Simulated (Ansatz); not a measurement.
# CH4N2Se: basis-set convergence

An exercise on one series of results from a longer session: the logs are not shown, and one member is left open.

The runs use Ansatz 0.2.0, Gaussian basis; one geometry, several basis sets.

Plan: PBE0-D4/def2-SVP; ωB97M-V/def2-SVP; PBE0-D4/def2-QZVPP; ωB97M-V/def2-QZVPP; the functionals' def2-TZVPP values are taken from earlier runs.

**The relaxed structure**

An earlier PBE0-D4 in a triple-zeta def2 set relaxation fixed the geometry.

SMILES `N=C(N)[SeH]`, 8 atoms, charge 0, spin multiplicity 1.

Atoms are counted from 1 here; the program's logs count them from 0.

Bond lengths: N1–C2 1.261 Å, N1–H5 1.012 Å, C2–N3 1.365 Å, C2–Se4 1.951 Å, N3–H6 1.009 Å, N3–H7 1.005 Å, Se4–H8 1.466 Å. Angles: C2–N1–H5 113.4°, N1–C2–N3 122.4°, N1–C2–Se4 127.3°, N3–C2–Se4 110.2°, C2–N3–H6 114.3°, C2–N3–H7 117.8°, H6–N3–H7 116.0°, C2–Se4–H8 93.2°.

Set-up of the first run:

Input file in.yaml:

```yaml
crystal:
  periodic: [false, false, false]
  atoms:
    - {symbol: N, position_ang: [-0.529335, 1.082017, -0.692330]}
    - {symbol: C, position_ang: [-0.104561, 0.134444, 0.022700]}
    - {symbol: N, position_ang: [0.516050, 0.343897, 1.220334]}
    - {symbol: Se, position_ang: [-0.316246, -1.778328, -0.299451]}
    - {symbol: H, position_ang: [-1.085171, 0.773144, -1.479454]}
    - {symbol: H, position_ang: [0.701455, 1.313594, 1.428415]}
    - {symbol: H, position_ang: [1.225910, -0.310435, 1.500690]}
    - {symbol: H, position_ang: [-0.316102, -1.615333, -1.756702]}
basis:
  gaussian: {orbitals: def2-SVP}
hamiltonian: {xc: pbe0, dispersion: d4}
output: {orbitals: {seedname: orbitals}}
```

Run with:

```bash
$ ansatz run in.yaml --threads 2 --pin off --events-out ev --progress --plain --max-ram 4352MiB
```

Among the steps run: PBE0-D4 in def2-SVP; ωB97M-V in def2-SVP; PBE0-D4 in def2-QZVPP; ωB97M-V in def2-QZVPP.

One table of the session follows, with a row left open; its other results are not shown here.

It belongs to the step «Density functionals: the series». 

```
functional       basis  HOMO (eV)  LUMO (eV)
   PBE0-D4    def2-SVP          ?          ?
   PBE0-D4  def2-TZVPP      -7.00      -0.43
   PBE0-D4  def2-QZVPP      -7.04      -0.54
   ωB97M-V    def2-SVP      -8.98       1.89
   ωB97M-V  def2-TZVPP      -9.20       1.47
   ωB97M-V  def2-QZVPP      -9.24       1.21
```

Q: Estimate the row for PBE0-D4, def2-SVP from the others.

The run gave: HOMO (eV): -6.80; LUMO (eV): -0.13. In the column «HOMO (eV)» it is the highest.
